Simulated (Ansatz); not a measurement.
# I: the cost of one run

Computed with Ansatz 0.2.0 (DFT PBEsol, scalar-relativistic, plane waves, PAW, unless a step's input says otherwise).

### Step 1. Starting point

Symmetry: P6_3/mmc, No. 194, hexagonal system. The conventional cell has a = 4.095 Å, b = 4.095 Å, c = 13.206 Å, α = 90.00°, β = 90.00°, γ = 120.00°. I (site symmetry -3m) is surrounded by 12 I at 4.06 to 4.09 Å. I (site symmetry -6m2) has 12 I at 4.06 to 4.09 Å as nearest neighbours.

As a file:

```
CELL_PARAMETERS angstrom
4.09472 0.00000 0.00000
-2.04736 3.54613 0.00000
0.00000 0.00000 13.20628
ATOMIC_POSITIONS crystal
I 0.00000 0.00000 0.00000
I 0.00000 0.00000 0.50000
I 0.33333 0.66667 0.75000
I 0.66667 0.33333 0.25000
```

This is candidate A: dhcp type (P6_3/mmc, No. 194).

(A quick probe on a coarse mesh, which set the mesh and smearing, is not shown.)

### Step 3. A loose first relaxation (candidate A)

input.yaml reads:

```yaml
crystal:
  lattice:
    - [4.0947195217, 0.0, 0.0]
    - [-2.0473597608, 3.5461311272, 0.0]
    - [0.0, 0.0, 13.206278644]
  atoms:
    - { symbol: I, position: [0.0, 0.0, 0.0] }
    - { symbol: I, position: [0.0, 0.0, 0.5] }
    - { symbol: I, position: [0.3333333333, 0.6666666667, 0.75] }
    - { symbol: I, position: [0.6666666667, 0.3333333333, 0.25] }
basis:
  ecutwfc: 420
kpoints:
  mp_grid: { grid: [6, 6, 2] }
hamiltonian:
  xc: pbesol
scf:
  occupations: { method: gaussian, width: 0.1 }
  lower_state_search: "off"
output:
  forces: true
  stress: true
  eigenvalues: true
relax:
  adjacent_minimum: "off"
  f_tol: 0.04
  max_steps: 70
  cell: { stress_tol: 0.4 }
```

**Question.** How long does this run take on 1 thread of an Arm CPU, shared host, and how much memory does it need?

About 34 s, with a peak of 0.49 GiB.
